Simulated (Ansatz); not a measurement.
Consider an atomisation energy of C₂H₅NTe, SMILES C=NC[TeH] (the Ansatz DFT code, driven from Python).

`tae_c2h5nte.py`
```python
"""Atomisation energy of C2H5NTe at the given geometry."""

from collections import Counter

import ansatz as az
from ase import Atoms

BASIS = "def2-SVPD"
XC = "CAM-B3LYP"


def energy_of(molecule, charge=0, unpaired=0):
    calc = molecule.calculation().basis(gaussian=BASIS).functional(XC)
    if charge:
        calc = calc.charge(charge)
    if unpaired:
        calc = calc.spin("collinear", total=unpaired)
    return calc.run(threads=1).report["free_energy_ev"]

atoms = Atoms(["C", "N", "C", "Te", "H", "H", "H", "H", "H"], positions=[
    [0.0717, 1.2081, -0.9059],
    [-0.4362, 0.0557, -0.7812],
    [0.2239, -0.9431, -0.0169],
    [0.227, -0.4708, 2.0905],
    [0.9584, 1.5492, -0.4679],
    [-0.5293, 1.9894, -1.5118],
    [-0.2067, -1.9243, -0.1619],
    [1.3567, -1.0046, -0.3301],
    [-1.5771, -0.5058, 2.0681],
])
system = az.Crystal.molecule_from_ase(atoms)

# unpaired electrons of the ground-state atoms
unpaired = {"C": 2, "N": 3, "Te": 2, "H": 1}
counts = Counter(site.symbol for site in system.cartesian_sites)
atom_energy = {s: energy_of(az.Crystal.molecule().atom(s, (0, 0, 0)), 0, unpaired[s]) for s in counts}
whole = energy_of(system, 0, 0)
for s, e in atom_energy.items():
    print(f"{s:2s} x{counts[s]}  {e:14.5f} eV")
print(f"C2H5NTe: {whole:.5f} eV")
split = sum(counts[s] * e for s, e in atom_energy.items()) - whole
print(f"atomisation energy (no zero-point term): {split:.3f} eV, {split / sum(counts.values()):.3f} eV an atom")
```

What does it cost to take this molecule apart into atoms?

32.355 eV from the electronic energies, without the zero-point term.

The run itself:

`python tae_c2h5nte.py` gives:
```text
C  x2     -1028.38616 eV
N  x1     -1483.49618 eV
Te x1     -7291.95898 eV
H  x5       -13.54842 eV
C2H5NTe: -10932.32436 eV
atomisation energy (no zero-point term): 32.355 eV, 3.595 eV an atom
```

Caveats:
- Total energies depend on the basis set; only differences at equal settings carry meaning.
- The geometry is a force-field or estimated start, not a minimum of this method, and the basis set is short of its limit. All parts are taken at fixed geometry, without zero-point energy.
- def2 sets replace the cores of elements past krypton by effective core potentials.
- The spin-orbit lowering of heavy atoms is left out.
- Hardware and time: 8.9 s on 1 thread of Arm Neoverse V1, on a shared host, peak memory 0.37 GiB.

(Lines on the test bed's own set-up are left out of the output.)
